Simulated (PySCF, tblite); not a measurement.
**C5H11PS: geometry, infrared bands and NMR shifts**

What infrared bands and NMR shifts should C5H11PS (`CP1CCSCC1`) show?

Programs: tblite 0.8.0 and PySCF 2.14.0, with density-fitted response routines of our own. Each step states its level of theory. These are calculated values for one molecule in the gas phase, unless marked as measured. Atoms count from 0, in the outputs and in this text.

### Step 1. The starting structure

18 atoms, charge 0, multiplicity 1; geometry from: force field or distance geometry start.

Bonds of the start (Å): C0–P1 1.85, P1–C2 1.85, C2–C3 1.54, C3–S4 1.83, S4–C5 1.83, C5–C6 1.53, C6–P1 1.85, C0–H7 1.10, C0–H8 1.09, C0–H9 1.08, C2–H10 1.09, C2–H11 1.09, C3–H12 1.11, C3–H13 1.09, C5–H14 1.10, C5–H15 1.08, C6–H16 1.10, C6–H17 1.09.

### Step 2. Optimising the geometry with GFN2-xTB

Job settings and geometry (Å):

```
{"job": {"kind": "relax", "xc": "GFN2-xTB", "basis": "xTB"}, "charge": 0, "multiplicity": 1}
C      2.424900    -0.386400     0.025700
P      0.841000     0.105100    -0.796700
C     -0.213000    -1.343000    -0.318500
C     -1.709300    -1.041400    -0.532100
S     -2.366800     0.174900     0.674000
C     -1.298900     1.601200     0.251200
C      0.192800     1.312500     0.451200
H      2.271300    -0.662000     1.076700
H      3.134500     0.442200    -0.000100
H      2.862600    -1.235100    -0.489400
H      0.062800    -2.185600    -0.959800
H     -0.036400    -1.646200     0.716100
H     -2.281900    -1.971600    -0.363100
H     -1.916900    -0.702100    -1.543400
H     -1.592500     2.431400     0.918000
H     -1.513700     1.921800    -0.759500
H      0.374300     0.955100     1.478700
H      0.756600     2.235200     0.339400
```

Launch:

```sh
OMP_NUM_THREADS=1 python probes_run.py task.json out
```

One launch serves the whole session: the jobs run in the order shown.

**Question.** This job is followed by: GFN2-xTB harmonic vibrations, gas phase; GIAO PBE0/pcSseg-1 NMR shielding, non-relativistic, gas phase. What will the session give for the following? strongest single infrared mode (GFN2-xTB); zero-point energy (GFN2-xTB); 13C shifts against TMS (PBE0/pcSseg-1, means over atoms taken as alike); 1H shifts against TMS (PBE0/pcSseg-1, means over atoms taken as alike); 31P shifts against H3PO4 (PBE0/pcSseg-1); 33S shifts against CS2 (PBE0/pcSseg-1); surface potential, 1st and 99th percentile.

As calculated:

| quantity | value |
| --- | --- |
| strongest single infrared mode (GFN2-xTB) | 741 cm⁻¹, 42 km/mol |
| zero-point energy (GFN2-xTB) | 93.1 kcal/mol |
| 13C shifts against TMS (PBE0/pcSseg-1, means over atoms taken as alike) | 36.7, 35.0, 17.8 ppm |
| 1H shifts against TMS (PBE0/pcSseg-1, means over atoms taken as alike) | 2.79, 1.77, 1.08 ppm |
| 31P shifts against H3PO4 (PBE0/pcSseg-1) | -68.5 ppm |
| 33S shifts against CS2 (PBE0/pcSseg-1) | 24 ppm |
| surface potential, 1st and 99th percentile | -1.14 V and 0.80 V |

Over 29 steps the energy fell by 0.066 eV; of the close pairs, C2–C3 changed most, 1.541 to 1.519 Å. No mode is imaginary among the 48: a minimum at this level. The strongest single mode, at 741 cm⁻¹, moves mainly C0 and P1. Unscaled tight-binding wavenumbers are off by several per cent, some by more. Its intensities can rank the bands wrongly. At PBE0/pcSseg-1: The largest span, 236 ppm, is at S4, where the paramagnetic term is -575 ppm.
